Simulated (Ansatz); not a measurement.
**C₂H₈SeSi₂Zn: small, medium and large basis sets**

An exercise on one series of results from a longer session: the logs are not shown, and one member is left open.

Method: one geometry, several basis sets; program: Ansatz 0.2.0, Gaussian basis.

Levels to be run: PBE0-D4/def2-SVP; ωB97M-V/def2-SVP; PBE0-D4/def2-QZVPP; ωB97M-V/def2-QZVPP; the functionals' def2-TZVPP values are taken from earlier runs.

## Structure used throughout

All runs share one geometry, relaxed beforehand with PBE0-D4 in a triple-zeta def2 set.

SMILES `[CH2]1[SiH2][SiH2][Se][CH2][Zn]1`, 14 atoms, charge 0, spin multiplicity 1.

Atoms are counted from 1 here; the program's logs count them from 0.

Bond lengths: C1–Si2 1.871 Å, C1–Zn6 1.941 Å, C1–H7 1.090 Å, C1–H8 1.093 Å, Si2–Si3 2.382 Å, Si2–H9 1.492 Å, Si2–H10 1.494 Å, Si3–Se4 2.300 Å, Si3–H11 1.491 Å, Si3–H12 1.488 Å, Se4–C5 1.994 Å, C5–Zn6 1.935 Å, C5–H13 1.088 Å, C5–H14 1.089 Å. Angles: Si2–C1–Zn6 100.2°, Si2–C1–H7 111.5°, Si2–C1–H8 111.0°, Zn6–C1–H7 116.4°, Zn6–C1–H8 108.3°, H7–C1–H8 109.1°, C1–Si2–Si3 112.0°, C1–Si2–H9 109.5°, C1–Si2–H10 114.9°, Si3–Si2–H9 105.7°, Si3–Si2–H10 107.0°, H9–Si2–H10 107.2°, Si2–Si3–Se4 115.5°, Si2–Si3–H11 109.8°, Si2–Si3–H12 111.6°, Se4–Si3–H11 109.8°, Se4–Si3–H12 101.9°, H11–Si3–H12 107.8° and more.

Set-up of the first run:

Input file in.yaml:

```yaml
crystal:
  periodic: [false, false, false]
  atoms:
    - {symbol: C, position_ang: [-1.087358, 1.112296, 1.260218]}
    - {symbol: Si, position_ang: [0.397311, 0.060800, 1.695914]}
    - {symbol: Si, position_ang: [0.946687, -1.472111, -0.042850]}
    - {symbol: Se, position_ang: [-0.434047, -1.420635, -1.881124]}
    - {symbol: C, position_ang: [-0.370422, 0.502568, -2.402826]}
    - {symbol: Zn, position_ang: [-0.902769, 1.182599, -0.670807]}
    - {symbol: H, position_ang: [-1.067915, 2.068039, 1.784892]}
    - {symbol: H, position_ang: [-2.019387, 0.592102, 1.497477]}
    - {symbol: H, position_ang: [1.596235, 0.933742, 1.859508]}
    - {symbol: H, position_ang: [0.256625, -0.735010, 2.952137]}
    - {symbol: H, position_ang: [2.361880, -1.268503, -0.467067]}
    - {symbol: H, position_ang: [0.805305, -2.883605, 0.407358]}
    - {symbol: H, position_ang: [0.619163, 0.740216, -2.786820]}
    - {symbol: H, position_ang: [-1.101298, 0.587512, -3.206009]}
basis:
  gaussian: {orbitals: def2-SVP}
hamiltonian: {xc: pbe0, dispersion: d4}
output: {orbitals: {seedname: orbitals}}
```

The run is started by

```bash
ansatz run in.yaml --threads 2 --pin off --events-out ev --progress --plain --max-ram 22528MiB --backend cpu
```

Among the steps run: PBE0-D4 in def2-SVP; ωB97M-V in def2-SVP; PBE0-D4 in def2-QZVPP; ωB97M-V in def2-QZVPP.

One of the session's tables, all rows but one given; the rest of the session is left out.

```
functional       basis  HOMO (eV)
   PBE0-D4    def2-SVP      -6.08
   PBE0-D4  def2-TZVPP      -6.16
   PBE0-D4  def2-QZVPP      -6.18
   ωB97M-V    def2-SVP      -8.10
   ωB97M-V  def2-TZVPP      -8.21
   ωB97M-V  def2-QZVPP          ?
```

Estimate the missing values for ωB97M-V, def2-QZVPP.

As computed: HOMO (eV): -8.22. In the column «HOMO (eV)» it is the lowest.
